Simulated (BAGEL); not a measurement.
**A workflow on Si5H10 (SMILES [SiH2]1[SiH2][SiH2][SiH2][SiH2]1)**

We compute the energy (HF/def2-SVP), then a single-point energy (NEVPT2(2,2)/def2-SVP) of Si5H10. 

Program for the calculation: BAGEL 1.2.2.

### 1 Starting point

Si5H10 has 15 atoms, charge 0, and is taken as a singlet. SMILES: `[SiH2]1[SiH2][SiH2][SiH2][SiH2]1`. The Si1–H6 distance was set to 1.714 Å, away from the relaxed value.

Bond lengths: Si1–Si2 2.341 Å, Si2–Si3 2.341 Å, Si3–Si4 2.346 Å, Si1–Si5 2.350 Å, Si4–Si5 2.358 Å, Si1–H7 1.489 Å, Si2–H8 1.488 Å, Si2–H9 1.491 Å, Si3–H10 1.489 Å, Si3–H11 1.491 Å, Si4–H12 1.490 Å, Si4–H13 1.489 Å, Si5–H14 1.489 Å, Si5–H15 1.490 Å. Some angles: Si1–Si2–Si3 100.9°, Si2–Si1–Si5 103.6°, Si2–Si3–Si4 102.6°, Si3–Si4–Si5 105.3°, Si1–Si5–Si4 105.6°, Si1–Si2–H8 114.0°, Si1–Si2–H9 109.3°, Si3–Si2–H8 114.3°, Si3–Si2–H9 109.1°, Si2–Si1–H7 114.3°. A long bond or contact: Si1–H6 1.714 Å.

### 2 A single-point energy at HF/def2-SVP (density fitting with svp-jkfit) (run 1)

input.json reads:

```json
{ "bagel" : [

{
  "title" : "molecule",
  "basis" : "svp",
  "df_basis" : "svp-jkfit",
  "angstrom" : true,
  "geometry" : [
    { "atom" : "Si", "xyz" : [   -1.217537,    1.279716,    0.702716 ] },
    { "atom" : "Si", "xyz" : [   -0.192567,   -0.429974,    1.930256 ] },
    { "atom" : "Si", "xyz" : [    1.551833,   -1.026704,    0.488306 ] },
    { "atom" : "Si", "xyz" : [    0.473183,   -1.157064,   -1.590854 ] },
    { "atom" : "Si", "xyz" : [   -1.265687,    0.431696,   -1.488154 ] },
    { "atom" : "H", "xyz" : [   -0.194180,    2.654660,    0.740620 ] },
    { "atom" : "H", "xyz" : [   -2.562037,    1.673646,    1.205616 ] },
    { "atom" : "H", "xyz" : [    0.251773,   -0.017394,    3.289536 ] },
    { "atom" : "H", "xyz" : [   -1.134387,   -1.578454,    2.058626 ] },
    { "atom" : "H", "xyz" : [    2.261613,   -2.279844,    0.864456 ] },
    { "atom" : "H", "xyz" : [    2.537963,    0.090956,    0.456736 ] },
    { "atom" : "H", "xyz" : [   -0.119027,   -2.514934,   -1.751024 ] },
    { "atom" : "H", "xyz" : [    1.396543,   -0.909074,   -2.732074 ] },
    { "atom" : "H", "xyz" : [   -1.085847,    1.511356,   -2.497594 ] },
    { "atom" : "H", "xyz" : [   -2.570317,   -0.239274,   -1.746374 ] }
  ]
},
{ "title" : "hf" },
{ "title" : "print", "file" : "orbitals.molden", "orbitals" : true }

]}
```

Started as:

```
BAGEL_NUM_THREADS=1 BAGEL input.json > input.out
```

Log:

```text
* using 1 threads per process

  ===============================================================
  ===============================================================

  *** Geometry ***

  { "atom" : "Si", "xyz" : [     -2.300811,      2.418313,      1.327941 ] },
  { "atom" : "Si", "xyz" : [     -0.363899,     -0.812533,      3.647655 ] },
  { "atom" : "Si", "xyz" : [      2.932539,     -1.940189,      0.922765 ] },
  { "atom" : "Si", "xyz" : [      0.894186,     -2.186534,     -3.006278 ] },
  { "atom" : "Si", "xyz" : [     -2.391802,      0.815787,     -2.812203 ] },
  { "atom" : "H", "xyz" : [     -0.366947,      5.016580,      1.399569 ] },
  { "atom" : "H", "xyz" : [     -4.841548,      3.162733,      2.278284 ] },
  { "atom" : "H", "xyz" : [      0.475782,     -0.032870,      6.216322 ] },
  { "atom" : "H", "xyz" : [     -2.143681,     -2.982846,      3.890239 ] },
  { "atom" : "H", "xyz" : [      4.273829,     -4.308281,      1.633585 ] },
  { "atom" : "H", "xyz" : [      4.796055,      0.171882,      0.863106 ] },
  { "atom" : "H", "xyz" : [     -0.224928,     -4.752536,     -3.308956 ] },
  { "atom" : "H", "xyz" : [      2.639084,     -1.717901,     -5.162872 ] },
  { "atom" : "H", "xyz" : [     -2.051953,      2.856049,     -4.719769 ] },
  { "atom" : "H", "xyz" : [     -4.857195,     -0.452162,     -3.300169 ] },

  Number of auxiliary basis functions:      820

  Since a DF basis is specified, we compute 2- and 3-index integrals:
    o Being stored without compression. Storage requirement is 0.129 GB

  Number of basis functions:      140
  Number of electrons      :       80

    * METHOD: MOLECULE                             0.94

  *** RHF ***

  === Nuclear Repulsion ===
   494.8883621162

      * DIIS with orbital gradients will be used.

  === RHF iteration (svp) ===
      0      -1449.90746664          0.00622638           0.48
      1      -1449.99934204          0.00213531           0.48
      2      -1450.00906989          0.00083851           0.48
      3      -1450.01045031          0.00008071           0.49
      4      -1450.01047476          0.00001543           0.49
      5      -1450.01047577          0.00000261           0.49
      6      -1450.01047580          0.00000055           0.49
      7      -1450.01047580          0.00000012           0.49
      8      -1450.01047580          0.00000004           0.49
      9      -1450.01047580          0.00000001           0.49
     10      -1450.01047580          0.00000000           0.49
    * SCF iteration converged.

    * Permanent dipole moment:
           (    0.043294,     0.141144,    -0.025328) a.u.

    * METHOD: HF                                   6.11

    * METHOD: PRINT                                0.05

  ===============================================================
```

Wall time 7.5 s (1 thread of Arm Neoverse V1, shared host); peak memory 0.41 GiB.

### 3 A single-point energy at NEVPT2(2,2)/def2-SVP (density fitting with svp-jkfit) (run 2)

input.json reads:

```json
{ "bagel": [

{
  "title": "molecule",
  "basis": "svp",
  "df_basis": "svp-jkfit",
  "angstrom": true,
  "geometry": [
    { "atom": "Si", "xyz": [      -1.217537,       1.279716,       0.702716 ] },
    { "atom": "Si", "xyz": [      -0.192567,      -0.429974,       1.930256 ] },
    { "atom": "Si", "xyz": [       1.551833,      -1.026704,       0.488306 ] },
    { "atom": "Si", "xyz": [       0.473183,      -1.157064,      -1.590854 ] },
    { "atom": "Si", "xyz": [      -1.265687,       0.431696,      -1.488154 ] },
    { "atom": "H", "xyz": [      -0.194180,       2.654660,       0.740620 ] },
    { "atom": "H", "xyz": [      -2.562037,       1.673646,       1.205616 ] },
    { "atom": "H", "xyz": [       0.251773,      -0.017394,       3.289536 ] },
    { "atom": "H", "xyz": [      -1.134387,      -1.578454,       2.058626 ] },
    { "atom": "H", "xyz": [       2.261613,      -2.279844,       0.864456 ] },
    { "atom": "H", "xyz": [       2.537963,       0.090956,       0.456736 ] },
    { "atom": "H", "xyz": [      -0.119027,      -2.514934,      -1.751024 ] },
    { "atom": "H", "xyz": [       1.396543,      -0.909074,      -2.732074 ] },
    { "atom": "H", "xyz": [      -1.085847,       1.511356,      -2.497594 ] },
    { "atom": "H", "xyz": [      -2.570317,      -0.239274,      -1.746374 ] }
  ]
},

{ "title": "hf" },

{ "title": "nevpt2", "nstate": 1, "nact": 2, "nclosed": 39, "active": [36, 45], "maxiter": 200, "natocc": true, "ncore": 25 },

{ "title": "print", "file": "orbitals.molden", "orbitals": true }

]}
```

Started as:

```
BAGEL_NUM_THREADS=1 BAGEL input.json > input.out
```

Log:

```text
* using 1 threads per process

  ===============================================================
  ===============================================================

  *** Geometry ***

  { "atom" : "Si", "xyz" : [     -2.300811,      2.418313,      1.327941 ] },
  { "atom" : "Si", "xyz" : [     -0.363899,     -0.812533,      3.647655 ] },
  { "atom" : "Si", "xyz" : [      2.932539,     -1.940189,      0.922765 ] },
  { "atom" : "Si", "xyz" : [      0.894186,     -2.186534,     -3.006278 ] },
  { "atom" : "Si", "xyz" : [     -2.391802,      0.815787,     -2.812203 ] },
  { "atom" : "H", "xyz" : [     -0.366947,      5.016580,      1.399569 ] },
  { "atom" : "H", "xyz" : [     -4.841548,      3.162733,      2.278284 ] },
  { "atom" : "H", "xyz" : [      0.475782,     -0.032870,      6.216322 ] },
  { "atom" : "H", "xyz" : [     -2.143681,     -2.982846,      3.890239 ] },
  { "atom" : "H", "xyz" : [      4.273829,     -4.308281,      1.633585 ] },
  { "atom" : "H", "xyz" : [      4.796055,      0.171882,      0.863106 ] },
  { "atom" : "H", "xyz" : [     -0.224928,     -4.752536,     -3.308956 ] },
  { "atom" : "H", "xyz" : [      2.639084,     -1.717901,     -5.162872 ] },
  { "atom" : "H", "xyz" : [     -2.051953,      2.856049,     -4.719769 ] },
  { "atom" : "H", "xyz" : [     -4.857195,     -0.452162,     -3.300169 ] },

  Number of auxiliary basis functions:      820

  Since a DF basis is specified, we compute 2- and 3-index integrals:
    o Being stored without compression. Storage requirement is 0.129 GB

  Number of basis functions:      140
  Number of electrons      :       80

    * METHOD: MOLECULE                             0.94

  *** RHF ***

  === Nuclear Repulsion ===
   494.8883621162

      * DIIS with orbital gradients will be used.

  === RHF iteration (svp) ===
      0      -1449.90746664          0.00622638           0.49
      1      -1449.99934204          0.00213531           0.49
      2      -1450.00906989          0.00083851           0.49
      3      -1450.01045031          0.00008071           0.49
      4      -1450.01047476          0.00001543           0.49
      5      -1450.01047577          0.00000261           0.49
      6      -1450.01047580          0.00000055           0.49
      7      -1450.01047580          0.00000012           0.49
      8      -1450.01047580          0.00000004           0.49
      9      -1450.01047580          0.00000001           0.49
     10      -1450.01047580          0.00000000           0.49
    * SCF iteration converged.

    * Permanent dipole moment:
           (    0.043294,     0.141144,    -0.025328) a.u.

    * METHOD: HF                                   6.13

    * freezing 25 orbitals
  ---------------------------
      CASSCF calculation
  ---------------------------

    ==== Active orbitals : =====
         Orbital 36
         Orbital 45
    ============================

    * nstate   :      1
    * nclosed  :     39
    * nact     :      2
    * nvirt    :     99
  === CASSCF iteration (svp) ===

    * Using the second-order algorithm

      0  0     -1450.01069817     3.42e-05      0.09

      1  0     -1450.01346431     2.78e-04      1.85

      2  0     -1450.02698802     5.26e-04      2.10

      3  0     -1450.02806801     9.46e-05      2.52

      4  0     -1450.02809738     3.00e-05      2.52

      5  0     -1450.02809880     8.66e-06      2.52

      6  0     -1450.02809889     2.38e-06      2.51

      7  0     -1450.02809890     6.38e-07      2.66

      8  0     -1450.02809890     1.70e-07      2.67

      9  0     -1450.02809890     4.50e-08      2.38

     10  0     -1450.02809890     1.19e-08      2.24

     11  0     -1450.02809890     3.15e-09      2.10

    * Second-order optimization converged. *

     guess   0:   closed 1.                   open ..

  === FCI iteration ===

      0  0     -1450.01013302     6.82e-02      0.00
      1  0     -1450.02808613     1.43e-03      0.00
      2  0 *   -1450.02809890     2.62e-16      0.00

     * ci vector, state   0, <S^2> = 0.0000
       2.     0.9914349410
       .2    -0.1306015229

  === DF-NEVPT2 calculation ===

    * 3-index integral transformation done
    * assembly done

      NEVPT2 correlation energy:   -0.4786049715      0.66

          (+0)     -0.4443349988
          (+0)'    -0.0048936605
          (+1)     -0.0047786276
          (+1)'    -0.0000000000
          (+2)     -0.0001965844
          (-1)     -0.0164251444
          (-1)'     0.0000000000
          (-2)     -0.0079759558

      NEVPT2 total energy:       -1450.5067038684

    * METHOD: NEVPT2                              28.62

    * METHOD: PRINT                                0.05

  ===============================================================
```

It took 36 s on 1 thread of Arm Neoverse V1, shared host; peak memory 0.41 GiB.

### 4 What came out

| quantity | value |
| --- | --- |
| run 1, HF/def2-SVP: total energy | -1450.01048 Eh |
| run 1, HF/def2-SVP: dipole moment | 0.38 D |
| run 1, HF/def2-SVP: HOMO energy | -10.08 eV |
| run 1, HF/def2-SVP: LUMO energy | 2.06 eV |
| run 1, HF/def2-SVP: HOMO–LUMO gap | 12.13 eV |
| run 2, NEVPT2(2,2)/def2-SVP: total energy | -1450.50670 Eh |
